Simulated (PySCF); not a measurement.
# C5H7FO: a tour of settings

Aim: see how C5H7FO (`O=C1CC[C@@H](F)C1`) answers to the choice of functional, basis, grid and SCF options.

Computed with PySCF 2.14.0, with density-fitted response routines of our own, on a single molecule in the gas phase. Atoms are numbered from 0 throughout.

## Step 1: The starting structure

14 atoms, charge 0, multiplicity 1; geometry from: GFN2-xTB.

Bonds of the start (Å): O0–C1 1.20, C1–C2 1.51, C2–C3 1.53, C3–C4 1.53, C4–F5 1.38, C4–C6 1.52, C6–C1 1.52, C2–H7 1.09, C2–H8 1.09, C3–H9 1.09, C3–H10 1.09, C4–H11 1.09, C6–H12 1.09, C6–H13 1.09.

## Step 2: Nuclear shieldings: PBE0/pcSseg-1

Job settings and geometry (Å):

```
{"job": {"kind": "nmr", "xc": "PBE0", "basis": "pcSseg-1"}, "charge": 0, "multiplicity": 1}
O      0.209551     2.496629    -0.556282
C      0.104997     1.329188    -0.303527
C     -1.180928     0.591070     0.000512
C     -0.751869    -0.740454     0.610695
C      0.603725    -1.031423    -0.036215
F      0.405057    -1.631311    -1.266730
C      1.251230     0.333623    -0.237817
H     -1.690962     0.433288    -0.953063
H     -1.837986     1.179768     0.638143
H     -1.457996    -1.544235     0.409940
H     -0.621414    -0.647710     1.688905
H      1.219208    -1.734037     0.534882
H      1.846160     0.371895    -1.150552
H      1.900549     0.593236     0.598941
```

Level: GIAO PBE0/pcSseg-1 NMR shielding, non-relativistic, gas phase.

Launch:

```console
> OMP_NUM_THREADS=1 python probes_run.py task.json out
```

The driver reads the jobs from task.json and runs them one after another.

Log:

```text
coarse grid: 11944 points
cycle   1  E = -369.1601796213  dE =  1.065e+00  |g| = 8.792e-01  |ddm| = 3.288e+00
cycle   2  E = -368.7732865527  dE =  3.869e-01  |g| = 1.694e+00  |ddm| = 2.499e+00
cycle   3  E = -369.2985775434  dE = -5.253e-01  |g| = 2.075e-01  |ddm| = 1.919e+00
cycle   4  E = -369.3070536614  dE = -8.476e-03  |g| = 6.790e-02  |ddm| = 1.933e-01
cycle   5  E = -369.3078129432  dE = -7.593e-04  |g| = 1.790e-02  |ddm| = 5.205e-02
cycle   6  E = -369.3078671531  dE = -5.421e-05  |g| = 5.589e-03  |ddm| = 1.520e-02
cycle   7  E = -369.3078726337  dE = -5.481e-06  |g| = 9.626e-04  |ddm| = 4.377e-03
final grid: 116456 points
cycle   8  E = -369.3677276903  dE = -2.336e-05  |g| = 1.332e-02  |ddm| = 2.624e-02
cycle   9  E = -369.3676354030  dE =  9.229e-05  |g| = 2.590e-02  |ddm| = 2.892e-02
cycle  10  E = -369.3677620063  dE = -1.266e-04  |g| = 2.120e-03  |ddm| = 2.028e-02
cycle  11  E = -369.3677629134  dE = -9.072e-07  |g| = 2.985e-04  |ddm| = 1.610e-03
cycle  12  E = -369.3677629243  dE = -1.082e-08  |g| = 1.512e-04  |ddm| = 3.167e-04
cycle  13  E = -369.3677629277  dE = -3.440e-09  |g| = 2.435e-05  |ddm| = 1.081e-04
cycle  14  E = -369.3677629278  dE = -1.080e-10  |g| = 4.674e-06  |ddm| = 2.705e-05
converged SCF energy = -369.3677629278

GIAO shielding tensors (ppm)
atom      isotropic    diamagn.    paramagn.     s11        s22        s33       span
  0 O     -334.166     396.079    -730.244   -950.324   -420.381    368.208   1318.532
  1 C      -33.407     248.227    -281.633   -107.144    -56.174     63.098    170.242
  2 C      148.946     250.989    -102.043    131.866    138.436    176.537     44.671
  3 C      152.995     248.771     -95.776    138.770    147.027    173.189     34.419
  4 C       91.839     242.962    -151.123     58.710     80.077    136.729     78.019
  5 F      373.962     474.348    -100.385    302.839    389.005    430.043    127.203
  6 C      139.172     252.261    -113.089    127.393    134.463    155.660     28.267
  7 H       29.103      29.460      -0.357     25.351     27.675     34.284      8.934
  8 H       29.533      29.465       0.068     25.456     28.213     34.929      9.473
  9 H       29.238      29.506      -0.268     25.798     27.369     34.546      8.748
 10 H       29.858      30.398      -0.539     25.633     28.021     35.921     10.289
 11 H       26.207      29.418      -3.211     23.026     25.690     29.905      6.879
 12 H       29.090      29.118      -0.028     25.637     28.105     33.527      7.890
 13 H       29.418      29.662      -0.244     26.057     27.563     34.635      8.578
```

Run time: 18 s. Hardware: 1 thread of AMD EPYC 7R43, shared host; peak memory 0.75 GiB.

Shifts follow as δ = σ(reference) − σ, with reference shieldings (ppm) from runs at the same level and on the same kind of geometry: 1H TMS 31.72, 13C TMS 186.9, 19F CFCl3 170.9, 17O H2O 336.1. The references are single molecules in the gas phase, so shifts against H2O, NH3, PH3, H3PO4 or CFCl3 are not on the usual liquid scales and can be off by tens of ppm.

| atoms | environment | σ (ppm) | δ (ppm) | δ scaled to CDCl3 |
| --- | --- | --- | --- | --- |
| C1 | ketone carbonyl carbon | -33.4 | 220.3 | 213.1 |
| C4 | sp3 CH bonded to F | 91.8 | 95.1 | 90.9 |
| C6 | sp3 CH2 α to a carbonyl | 139.2 | 47.8 | 44.7 |
| C2 | sp3 CH2 α to a carbonyl | 148.9 | 38.0 | 35.2 |
| C3 | sp3 CH2 in a ring | 153.0 | 33.9 | 31.2 |
| H11 | hydrogen on an sp3 CH bonded to F | 26.21 | 5.51 | 5.30 |
| H12 | hydrogen on an sp3 CH2 α to a carbonyl | 29.09 | 2.63 | 2.58 |
| H7 | hydrogen on an sp3 CH2 α to a carbonyl | 29.10 | 2.61 | 2.57 |
| H9 | hydrogen on an sp3 CH2 in a ring | 29.24 | 2.48 | 2.44 |
| H13 | hydrogen on an sp3 CH2 α to a carbonyl | 29.42 | 2.30 | 2.27 |
| H8 | hydrogen on an sp3 CH2 α to a carbonyl | 29.53 | 2.18 | 2.16 |
| H10 | hydrogen on an sp3 CH2 in a ring | 29.86 | 1.86 | 1.86 |
| O0 | ketone oxygen | -334.2 | 670.2 | – |
| F5 | fluorine on an sp3 carbon | 374.0 | -203.0 | – |

The scaled column applies a straight-line fit of computed shieldings to shifts measured in CDCl3, and one for carbons that bear F (root-mean-square error 0.16 ppm for H, 1.9 ppm for C).

Charges from the same density, by scheme (e):

| atoms | Mulliken | IAO | Hirshfeld | ESP fit |
| --- | --- | --- | --- | --- |
| O0 | -0.35 | -0.40 | -0.24 | -0.53 |
| C1 | 0.17 | 0.39 | 0.17 | 0.64 |
| C2 | -0.22 | -0.33 | -0.08 | -0.23 |
| C3 | -0.22 | -0.29 | -0.08 | -0.13 |
| C4 | 0.13 | 0.18 | 0.07 | 0.24 |
| F5 | -0.34 | -0.34 | -0.12 | -0.26 |
| C6 | -0.20 | -0.35 | -0.09 | -0.31 |

Mayer bond orders: O0–C1 2.04, C1–C2 0.98, C2–C3 1.01, C3–C4 1.00, C4–F5 0.87, C4–C6 0.99, C6–C1 0.96.

Ring of atoms C1, C2, C3, C4, C6: NICS(0) 2.0, NICS(1) -2.1, NICS(1)zz -2.5 ppm (means of both faces).

## Step 3: Ultraviolet spectrum: PBE0/def2-SVPD

Settings changed since step 2:

```diff
@@ -1,2 +1,2 @@
-{"job": {"kind": "nmr", "xc": "PBE0", "basis": "pcSseg-1"}, "charge": 0, "multiplicity": 1}
+{"job": {"kind": "uv", "xc": "PBE0", "basis": "def2-SVPD", "nstates": 6, "ntriplets": 2}, "charge": 0, "multiplicity": 1}
 O      0.209551     2.496629    -0.556282
```

Method: TDDFT PBE0/def2-SVPD, vertical, gas phase, core orbitals frozen in the response.

Log:

```text
coarse grid: 11944 points
cycle   1  E = -368.9603384572  dE =  1.001e+00  |g| = 8.318e-01  |ddm| = 5.101e+00
cycle   2  E = -368.5714998816  dE =  3.888e-01  |g| = 1.652e+00  |ddm| = 3.554e+00
cycle   3  E = -369.0924442920  dE = -5.209e-01  |g| = 1.891e-01  |ddm| = 2.878e+00
cycle   4  E = -369.0996311064  dE = -7.187e-03  |g| = 6.563e-02  |ddm| = 3.094e-01
cycle   5  E = -369.1003981095  dE = -7.670e-04  |g| = 1.782e-02  |ddm| = 9.202e-02
cycle   6  E = -369.1004536667  dE = -5.556e-05  |g| = 5.155e-03  |ddm| = 2.365e-02
cycle   7  E = -369.1004586012  dE = -4.935e-06  |g| = 8.417e-04  |ddm| = 7.394e-03
final grid: 116456 points
cycle   8  E = -369.1596922990  dE = -2.295e-05  |g| = 1.268e-02  |ddm| = 1.231e-01
cycle   9  E = -369.1596063466  dE =  8.595e-05  |g| = 2.454e-02  |ddm| = 4.506e-02
cycle  10  E = -369.1597245885  dE = -1.182e-04  |g| = 2.122e-03  |ddm| = 3.084e-02
cycle  11  E = -369.1597255196  dE = -9.311e-07  |g| = 2.827e-04  |ddm| = 2.384e-03
cycle  12  E = -369.1597255301  dE = -1.052e-08  |g| = 1.458e-04  |ddm| = 5.772e-04
cycle  13  E = -369.1597255338  dE = -3.619e-09  |g| = 2.457e-05  |ddm| = 1.819e-04
cycle  14  E = -369.1597255339  dE = -1.230e-10  |g| = 4.325e-06  |ddm| = 7.812e-05
converged SCF energy = -369.1597255339

Static polarisability (au): isotropic 59.104, principal 50.187 60.823 66.303

Singlet excitations
state   eV       nm        f      main configurations
  1   4.2988    288.4   0.00010   H->L 0.98
  2   6.7914    182.6   0.01307   H->L+1 0.96
  3   7.5235    164.8   0.01599   H->L+2 0.81, H-1->L 0.10
  4   7.5703    163.8   0.01194   H-1->L 0.82, H->L+2 0.08
  5   7.7382    160.2   0.01004   H-2->L 0.80, H->L+3 0.10
  6   7.8089    158.8   0.00340   H->L+3 0.77

Triplet excitations (Tamm-Dancoff, eV): 3.7398 5.8893
```

It took 25 s on 1 thread of AMD EPYC 7R43, shared host; peak memory 0.75 GiB.

The orbitals next to the gap, with their largest atomic shares:

| orbital | eV | atoms |
| --- | --- | --- |
| HOMO−3 | -10.20 | O0 23 %, C6 14 %, C4 10 % |
| HOMO−2 | -9.86 | F5 27 %, C4 16 %, C2 12 % |
| HOMO−1 | -9.64 | F5 29 %, C3 18 %, C4 16 % |
| HOMO | -7.36 | O0 57 %, C1 12 %, C6 11 % |
| LUMO | -0.82 | C1 37 %, O0 29 %, C6 9 % |
| LUMO+1 | 0.49 | C3 14 %, H10 12 %, C4 11 % |
| LUMO+2 | 1.28 | H11 15 %, C2 12 %, H7 10 % |

With each of the 6 states as a Gaussian band of 0.4 eV half-width at 1/e, the curve within the window shown has maxima at 163 nm (ε 1,600) L/(mol cm). Beyond the last state computed it falls off for lack of states. The curve at chosen wavelengths:

(nm, ε (L/mol/cm)): (153, 406), (160, 1399), (168, 1253), (175, 651), (182, 572), (189, 386), (197, 115), (204, 23), (211, 3), (219, 0), (226, 0), (233, 0), (240, 0), (248, 0), (255, 1), (262, 1), (269, 2), (277, 3), (284, 4), (291, 4), (299, 4), (306, 3), (313, 2), (320, 1), (328, 1), (335, 0)

Ground-state properties from the same run:

```csv
property,computed
dipole moment (D),3.05
polarisability (Å³),8.76
HOMO–LUMO gap (eV),6.54
−ε(HOMO) (eV),7.36
```

## Step 4: NMR shieldings: mPW1PW91/def2-TZVP

Settings changed since step 3:

```diff
@@ -1,2 +1,2 @@
-{"job": {"kind": "uv", "xc": "PBE0", "basis": "def2-SVPD", "nstates": 6, "ntriplets": 2}, "charge": 0, "multiplicity": 1}
+{"job": {"kind": "nmr", "xc": "mPW1PW91", "basis": "def2-TZVP", "pop": false, "scf": {"guess": "vsap"}}, "charge": 0, "multiplicity": 1}
 O      0.209551     2.496629    -0.556282
```

Level: GIAO mPW1PW91/def2-TZVP NMR shielding, non-relativistic, gas phase.

Log:

```text
final grid: 116456 points
cycle   1  E = -366.1603439170  dE =  2.177e+00  |g| = 3.738e+00  |ddm| = 3.882e+01
cycle   2  E = -351.1660348840  dE =  1.499e+01  |g| = 9.105e+00  |ddm| = 3.931e+01
cycle   3  E = -369.0036364156  dE = -1.784e+01  |g| = 1.967e+00  |ddm| = 7.584e+00
cycle   4  E = -369.5059367628  dE = -5.023e-01  |g| = 1.387e+00  |ddm| = 6.169e+00
cycle   5  E = -369.8594044518  dE = -3.535e-01  |g| = 2.451e-01  |ddm| = 4.354e+00
cycle   6  E = -369.8652962839  dE = -5.892e-03  |g| = 1.877e-01  |ddm| = 3.126e-01
cycle   7  E = -369.8714426397  dE = -6.146e-03  |g| = 2.238e-02  |ddm| = 1.994e-01
cycle   8  E = -369.8715289765  dE = -8.634e-05  |g| = 8.369e-03  |ddm| = 3.495e-02
cycle   9  E = -369.8715416800  dE = -1.270e-05  |g| = 8.327e-04  |ddm| = 1.237e-02
cycle  10  E = -369.8715418351  dE = -1.550e-07  |g| = 2.175e-04  |ddm| = 1.612e-03
cycle  11  E = -369.8715418453  dE = -1.026e-08  |g| = 7.318e-05  |ddm| = 3.153e-04
cycle  12  E = -369.8715418466  dE = -1.249e-09  |g| = 1.787e-05  |ddm| = 8.761e-05
cycle  13  E = -369.8715418466  dE = -5.468e-11  |g| = 1.039e-05  |ddm| = 4.322e-05
converged SCF energy = -369.8715418466

GIAO shielding tensors (ppm)
atom      isotropic    diamagn.    paramagn.     s11        s22        s33       span
  0 O     -310.783     391.389    -702.171   -897.132   -401.039    365.822   1262.954
  1 C      -33.060     242.923    -275.983   -103.809    -60.927     65.555    169.363
  2 C      150.092     248.048     -97.956    132.146    140.794    177.335     45.189
  3 C      154.287     245.794     -91.507    140.182    148.637    174.042     33.860
  4 C       92.003     236.703    -144.700     57.370     80.582    138.057     80.688
  5 F      375.847     466.779     -90.932    315.542    386.150    425.849    110.307
  6 C      140.703     250.580    -109.878    128.117    136.678    157.313     29.196
  7 H       29.433      30.252      -0.819     25.873     28.113     34.314      8.441
  8 H       29.747      30.519      -0.772     25.963     28.684     34.594      8.631
  9 H       29.493      29.986      -0.493     26.200     27.894     34.386      8.186
 10 H       29.962      30.609      -0.647     25.588     28.469     35.829     10.240
 11 H       26.413      29.535      -3.122     23.506     26.102     29.632      6.126
 12 H       29.452      30.314      -0.862     26.327     28.667     33.361      7.034
 13 H       29.645      30.564      -0.919     26.332     28.044     34.560      8.228
```

Wall time 42 s (1 thread of AMD EPYC 7R43, shared host); peak memory 0.92 GiB.

In short: δ C1 221.7, C4 96.7, C6 48.0, C2 38.6, H11 5.58, H7 2.56 ppm.

[end of part 1 of 2]
